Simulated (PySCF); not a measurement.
# C9H10+ (doublet): open-shell or spin-flip excitations

Wanted: open-shell or spin-flip excitations for C9H10+ (doublet) (`C1=CC(=CC2CC2)C=C1`).

Computed with PySCF 2.14.0 and routines of our own; the level stands in each step. Atoms count from 0.

### Step 1. The starting structure

19 atoms, charge 1, multiplicity 2; geometry from: GFN2-xTB.

### Step 2. Open-shell or spin-flip excitations: unrestricted TDDFT PBE0/def2-SVP

Job settings and geometry (Å):

```
{"job": {"kind": "uabs", "xc": "PBE0", "basis": "def2-SVP", "nstates": 10, "tda": false}, "charge": 1, "multiplicity": 2}
C      3.208833    -0.326710    -0.404344
C      1.989171    -1.037774    -0.525493
C      0.931947    -0.187113    -0.132925
C     -0.404988    -0.524123    -0.122213
C     -1.485145     0.309975     0.256747
C     -2.724085    -0.349533     0.902560
C     -2.834256     0.121340    -0.476154
C      1.560484     1.083778     0.236655
C      2.931344     0.963553     0.060458
H      4.182030    -0.721517    -0.633901
H      1.890327    -2.053771    -0.862305
H     -0.654685    -1.530469    -0.441161
H     -1.254673     1.314902     0.581576
H     -3.170078     0.224051     1.700734
H     -2.665980    -1.409908     1.095198
H     -2.854281    -0.598151    -1.280623
H     -3.358516     1.040603    -0.688686
H      1.043646     1.959135     0.584526
H      3.659101     1.730982     0.248037
```

With the program's defaults for keys left out, this is: unrestricted TDDFT PBE0/def2-SVP, vertical, gas phase, core orbitals frozen in the response.

The run is started by

```bash
$ OMP_NUM_THREADS=1 python excited_run.py task.json out
```

The driver reads the jobs from task.json and runs them one after another.

The program printed:

```text
coarse grid: 15976 points
cycle   1  E = -347.8820212082  dE =  1.712e+00  |g| = 1.753e-01  |ddm| = 3.471e+00
cycle   2  E = -347.8834401178  dE = -1.419e-03  |g| = 1.908e-01  |ddm| = 5.716e-01
cycle   3  E = -347.9025275104  dE = -1.909e-02  |g| = 4.592e-02  |ddm| = 2.568e-01
cycle   4  E = -347.9035278636  dE = -1.000e-03  |g| = 2.406e-02  |ddm| = 7.724e-02
cycle   5  E = -347.9038868689  dE = -3.590e-04  |g| = 8.158e-03  |ddm| = 3.782e-02
cycle   6  E = -347.9039401108  dE = -5.324e-05  |g| = 4.592e-03  |ddm| = 1.652e-02
cycle   7  E = -347.9039612809  dE = -2.117e-05  |g| = 1.813e-03  |ddm| = 9.307e-03
cycle   8  E = -347.9039669586  dE = -5.678e-06  |g| = 6.489e-04  |ddm| = 5.823e-03
final grid: 154592 points
cycle   9  E = -347.9570227983  dE = -4.729e-05  |g| = 5.484e-03  |ddm| = 3.985e-02
cycle  10  E = -347.9570246063  dE = -1.808e-06  |g| = 5.388e-03  |ddm| = 1.250e-02
cycle  11  E = -347.9570401431  dE = -1.554e-05  |g| = 7.169e-04  |ddm| = 6.206e-03
cycle  12  E = -347.9570404666  dE = -3.236e-07  |g| = 2.095e-04  |ddm| = 1.082e-03
cycle  13  E = -347.9570405778  dE = -1.112e-07  |g| = 1.553e-04  |ddm| = 6.225e-04
cycle  14  E = -347.9570406490  dE = -7.116e-08  |g| = 9.067e-05  |ddm| = 5.301e-04
cycle  15  E = -347.9570407139  dE = -6.494e-08  |g| = 6.390e-05  |ddm| = 8.266e-04
cycle  16  E = -347.9570407272  dE = -1.329e-08  |g| = 3.515e-05  |ddm| = 4.406e-04
cycle  17  E = -347.9570407286  dE = -1.405e-09  |g| = 7.979e-06  |ddm| = 1.483e-04
cycle  18  E = -347.9570407287  dE = -3.365e-11  |g| = 5.191e-06  |ddm| = 1.598e-05
converged SCF energy = -347.9570407287

Static polarisability (au): isotropic 105.516, principal 51.915 85.374 179.259

<S^2> of the reference = 0.7692 (exact 0.7500)

Excitations
state   eV       nm        f      <S^2>   main configurations
  1   1.1606   1068.3   0.00254   0.826   Hb->Lb 0.97
  2   2.5738    481.7   0.00676   2.682   Ha->La 0.55, Hb->L+1b 0.39
  3   3.2929    376.5   0.00694   0.768   H-1a->La 0.68, H-2b->Lb 0.19
  4   3.6991    335.2   0.00007   0.823   H-1b->Lb 0.97
  5   3.8836    319.3   0.03576   0.922   H-2b->Lb 0.66, H-1a->La 0.17
  6   4.2589    291.1   0.00007   0.787   H-4b->Lb 0.83, H-6b->Lb 0.12
  7   4.4325    279.7   0.73538   0.836   Hb->L+1b 0.47, Ha->La 0.34
  8   4.6590    266.1   0.00090   2.319   H-2a->La 0.87, H-1b->L+1b 0.10
  9   4.7008    263.8   0.02057   2.518   H-3a->La 0.47, H-2b->L+1b 0.34
 10   4.8807    254.0   0.00007   0.809   H-7b->Lb 0.75, H-6b->Lb 0.21
```

It took 4.2 min on 1 thread of Intel Xeon at 2.50GHz, shared host; peak memory 0.7 GiB.

Key values:

```
quantity  value
    ⟨S²⟩  0.769
```

Löwdin spin populations:

C0 0.19; C1 0.40; C2 -0.03; C3 -0.02; C4 -0.01; C5 -0.01; C6 -0.01; C7 0.48; C8 0.01; H9 0.00; H10 0.00; H11 0.00; H12 0.00; H13 0.00; H14 0.00; H15 0.00; H16 0.00; H17 0.00; H18 0.00

The fields below are evaluated on a grid from the run's orbitals.

ELF in a plane through or near 13 of the atoms.

Ten even steps from '0' (0.00) to '9' (1.00):
```
0000000000000000000000000000
0000000000000000000000000000
0000000000000000000000000000
0000000000033000000000000000
0000168400599600320000000000
0000699910899805980000000000
0000899954799509991000000000
0000499948237119991000000000
0000015328256115433221000000
0000005872585547416774100000
0002896444524925745886100000
0007999377694833411453100000
0007999572261299700000000000
0002994148970199910000000000
0000000069990099910000000000
0000000069990038300000000000
0000000027850000000000000000
0000000000000000000000000000
0000000000000000000000000000
0000000000000000000000000000
```
The map spans 13.6 Å across and 9.7 Å up, centred on the molecule. Atoms in the plane (x, y in Å): C0 (-3.2, -0.5), C1 (-2.0, -1.2), C2 (-0.9, -0.2), C3 (0.4, -0.5), C4 (1.5, 0.4), C7 (-1.6, 1.1), C8 (-2.9, 0.9), H9 (-4.2, -0.9), H10 (-1.9, -2.2), H11 (0.7, -1.6), H12 (1.3, 1.4), H17 (-1.1, 2.0), H18 (-3.7, 1.7).

On the surface of density 0.002 e/bohr³ the electrostatic potential runs, from the 1st to the 99th percentile, from 3.33 V near C5 to 5.18 V near H11.

The spin density lies nearest to C1, C7 about 31 % each; C0 14 %.

### Step 3. Open-shell or spin-flip excitations: unrestricted TDDFT PBE0/3-21G

Settings changed since step 2:

```diff
@@ -1,2 +1,2 @@
-{"job": {"kind": "uabs", "xc": "PBE0", "basis": "def2-SVP", "nstates": 10, "tda": false}, "charge": 1, "multiplicity": 2}
+{"job": {"kind": "uabs", "xc": "PBE0", "basis": "3-21G", "nstates": 25, "tda": false}, "charge": 1, "multiplicity": 2}
 C      3.208833    -0.326710    -0.404344
```

With the program's defaults for keys left out, this is: unrestricted TDDFT PBE0/3-21G, vertical, gas phase, core orbitals frozen in the response.

The program printed:

```text
coarse grid: 15976 points
cycle   1  E = -346.2500429185  dE =  1.699e+00  |g| = 1.570e-01  |ddm| = 3.258e+00
cycle   2  E = -346.2532546551  dE = -3.212e-03  |g| = 1.645e-01  |ddm| = 4.893e-01
cycle   3  E = -346.2679979879  dE = -1.474e-02  |g| = 3.721e-02  |ddm| = 2.502e-01
cycle   4  E = -346.2686976489  dE = -6.997e-04  |g| = 2.039e-02  |ddm| = 7.163e-02
cycle   5  E = -346.2689608124  dE = -2.632e-04  |g| = 5.498e-03  |ddm| = 3.251e-02
cycle   6  E = -346.2689919423  dE = -3.113e-05  |g| = 4.101e-03  |ddm| = 1.488e-02
cycle   7  E = -346.2690085639  dE = -1.662e-05  |g| = 1.009e-03  |ddm| = 8.899e-03
cycle   8  E = -346.2690108705  dE = -2.307e-06  |g| = 4.718e-04  |ddm| = 4.065e-03
final grid: 154592 points
cycle   9  E = -346.2821529716  dE = -4.498e-05  |g| = 4.489e-03  |ddm| = 2.314e-02
cycle  10  E = -346.2821559869  dE = -3.015e-06  |g| = 3.943e-03  |ddm| = 1.089e-02
cycle  11  E = -346.2821641259  dE = -8.139e-06  |g| = 7.074e-04  |ddm| = 5.683e-03
cycle  12  E = -346.2821644237  dE = -2.977e-07  |g| = 1.171e-04  |ddm| = 1.000e-03
cycle  13  E = -346.2821644830  dE = -5.928e-08  |g| = 1.158e-04  |ddm| = 5.128e-04
cycle  14  E = -346.2821645106  dE = -2.766e-08  |g| = 6.294e-05  |ddm| = 2.920e-04
cycle  15  E = -346.2821645459  dE = -3.528e-08  |g| = 3.664e-05  |ddm| = 6.874e-04
cycle  16  E = -346.2821645496  dE = -3.691e-09  |g| = 1.420e-05  |ddm| = 2.176e-04
cycle  17  E = -346.2821645500  dE = -3.702e-10  |g| = 5.517e-06  |ddm| = 7.583e-05
converged SCF energy = -346.2821645500

Static polarisability (au): isotropic 97.401, principal 40.264 80.309 171.631

<S^2> of the reference = 0.7671 (exact 0.7500)

Excitations
state   eV       nm        f      <S^2>   main configurations
  1   1.1570   1071.6   0.00256   0.818   Hb->Lb 0.97
  2   2.7035    458.6   0.00757   2.685   Ha->La 0.55, Hb->L+1b 0.39
  3   3.3690    368.0   0.00688   0.767   H-1a->La 0.67, H-2b->Lb 0.20
  4   3.7431    331.2   0.00007   0.811   H-1b->Lb 0.98
  5   3.9523    313.7   0.03191   0.897   H-2b->Lb 0.68, H-1a->La 0.17
  6   4.3911    282.4   0.00011   0.783   H-4b->Lb 0.83, H-6b->Lb 0.13
  7   4.5506    272.5   0.76008   0.835   Hb->L+1b 0.48, Ha->La 0.35
  8   4.8097    257.8   0.00106   2.317   H-2a->La 0.88, H-1b->L+1b 0.09
  9   4.8519    255.5   0.01624   2.451   H-3a->La 0.46, H-2b->L+1b 0.33
 10   4.9278    251.6   0.01881   0.914   H-3b->Lb 0.89
 11   5.0614    245.0   0.00004   0.801   H-7b->Lb 0.79, H-6b->Lb 0.19
 12   5.3231    232.9   0.03862   0.972   H-5b->Lb 0.74
 13   5.3385    232.2   0.00049   0.802   H-8b->Lb 0.82
 14   5.4617    227.0   0.00417   1.167   H-1b->L+1b 0.88, H-2a->La 0.10
 15   5.7476    215.7   0.00001   0.921   H-6b->Lb 0.48, H-7b->Lb 0.16, H-8b->Lb 0.10, H-4b->Lb 0.09
 16   6.0355    205.4   0.00003   2.177   H-5a->La 0.85
 17   6.0669    204.4   0.00051   1.805   H-4a->La 0.74, H-3a->La 0.14
 18   6.0970    203.4   0.00012   0.810   H-9b->Lb 0.77
 19   6.3273    196.0   0.02276   1.571   H-2b->L+1b 0.32, H-4a->La 0.16, H-5b->L+1b 0.16, H-1a->L+1a 0.15
 20   6.5651    188.9   0.00017   1.189   H-4b->L+1b 0.86, H-5a->La 0.09
 21   6.6089    187.6   0.01656   1.686   H-3b->L+1b 0.76
 22   6.7298    184.2   0.02023   2.329   Ha->L+1a 0.48, Hb->L+2b 0.24
 23   6.9607    178.1   0.00753   1.790   H-5b->L+1b 0.24, H-3a->La 0.13, H-3b->L+1b 0.12, H-9a->La 0.12
 24   7.1359    173.7   0.00019   2.249   H-6a->La 0.84
 25   7.3240    169.3   0.09042   2.056   Ha->L+2a 0.49, H-1a->L+1a 0.16, Hb->L+3b 0.13
```

Wall time 2.4 min (1 thread of Intel Xeon at 2.50GHz, shared host); peak memory 0.57 GiB.

From this job:

```
quantity  value
    ⟨S²⟩  0.767
```

### Step 4. Outcome

| quantity | value |
| --- | --- |
| lowest and brightest state of nearly pure spin, of 10 (step 2, unrestricted TDDFT PBE0/def2-SVP) | 1.16 eV; 4.43 eV, f = 0.735 |
| lowest and brightest state of nearly pure spin, of 25 (step 3, unrestricted TDDFT PBE0/3-21G) | 1.16 eV; 4.55 eV, f = 0.760 |

In words: States whose ⟨S²⟩ lies well above the reference's are mixtures of spin states, an artefact of the unrestricted response, and are left out of the summary. The lowest state of nearly pure spin stays at 1.16 eV over the runs.
